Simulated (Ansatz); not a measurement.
# TiAl3: the cost of one run

Method: DFT r2SCAN, scalar-relativistic, plane waves, PAW, in Ansatz 0.2.0.

4 further runs of the same task are left out: 4 that didn't finish.

### Step 1. The system as given

It takes space group I4/mmm (No. 139, tetragonal). The conventional cell has a = 3.845 Å, b = 3.845 Å, c = 8.622 Å, α = 90.00°, β = 90.00°, γ = 90.00°. Around Ti (site symmetry 4/mmm) lie 12 Al at 2.72 to 2.89 Å. Al (site symmetry 4/mmm) has 4 Ti at 2.72 Å and 8 Al at 2.89 Å as nearest neighbours. Al (site symmetry -4m2) has 8 Al at 2.72 to 2.89 Å and 4 Ti at 2.89 Å as nearest neighbours.

Structure file:

```cif
data_structure
_symmetry_space_group_name_H-M 'P 1'
_symmetry_Int_Tables_number 1
_cell_length_a 5.0971
_cell_length_b 5.0971
_cell_length_c 5.0971
_cell_angle_alpha 135.676
_cell_angle_beta 135.676
_cell_angle_gamma 64.481
_cell_volume 63.75
loop_
_atom_site_label
_atom_site_type_symbol
_atom_site_fract_x
_atom_site_fract_y
_atom_site_fract_z
_atom_site_occupancy
Ti1 Ti 0.00000 0.00000 0.00000 1
Al1 Al 0.50000 0.50000 0.00000 1
Al2 Al 0.75000 0.25000 0.50000 1
Al3 Al 0.25000 0.75000 0.50000 1
```

It is the end of an earlier relaxation with the same method, from a generated guess; it needn't be the stable form of this composition. At a tolerance of 0.05 Å it has space group I4/mmm (No. 139); it has 15.94 Å³/atom, an uncorrected energy of -0.40 eV/atom over the elements and, on its mesh, gap none (metal).

### Step 2. The same geometry with r2SCAN

File input.yaml:

```yaml
crystal:
  lattice:
    - [-1.9227338852, 1.9227338852, 4.3111772302]
    - [1.9227338852, -1.9227338852, 4.3111772302]
    - [1.9227338852, 1.9227338852, -4.3111772302]
  atoms:
    - { symbol: Ti, position: [0.0, 0.0, 0.0] }
    - { symbol: Al, position: [0.5, 0.5, 0.0] }
    - { symbol: Al, position: [0.75, 0.25, 0.5] }
    - { symbol: Al, position: [0.25, 0.75, 0.5] }
basis:
  ecutwfc: 500
kpoints:
  mp_grid: { grid: [18, 18, 18] }
  band_path:
    path:
      - [[0.0, 0.0, 0.0], [0.0, 0.0, 0.5], [0.25, 0.25, 0.25], [0.0, 0.5, 0.0], [0.0, 0.0, 0.0], [0.5, 0.5, -0.5], [0.29972635, 0.70027365, -0.29972635]]
      - [[-0.29972635, 0.29972635, 0.29972635], [0.0, 0.0, 0.0]]
      - [[0.0, 0.0, 0.5], [-0.09945271, 0.09945271, 0.5]]
      - [[0.5, 0.5, -0.09945271], [0.5, 0.5, -0.5]]
    npoints: 14
hamiltonian:
  xc: r2scan
scf:
  occupations: { method: gaussian, width: 0.1 }
  n_extra_bands: 10
output:
  forces: true
  stress: true
  eigenvalues: true
  populations: true
  dos: { projected: true, de: 0.02, nscf_kmesh: { grid: [22, 22, 22] } }
  bader: true
  write_density: true
  write_potential: true
  elf: true
  volumetric_format: npy
```

The run is started by

```sh
$ ansatz run input.yaml --threads 1 --pin off --max-ram 2560MiB --backend cpu --events-out ev --progress --plain --runs-dir out
```

**Question.** How long does this run take on 1 thread of Intel Xeon at 2.70GHz, shared host, and how much memory does it need?

About 2.7 min, with a peak of 1.4 GiB.
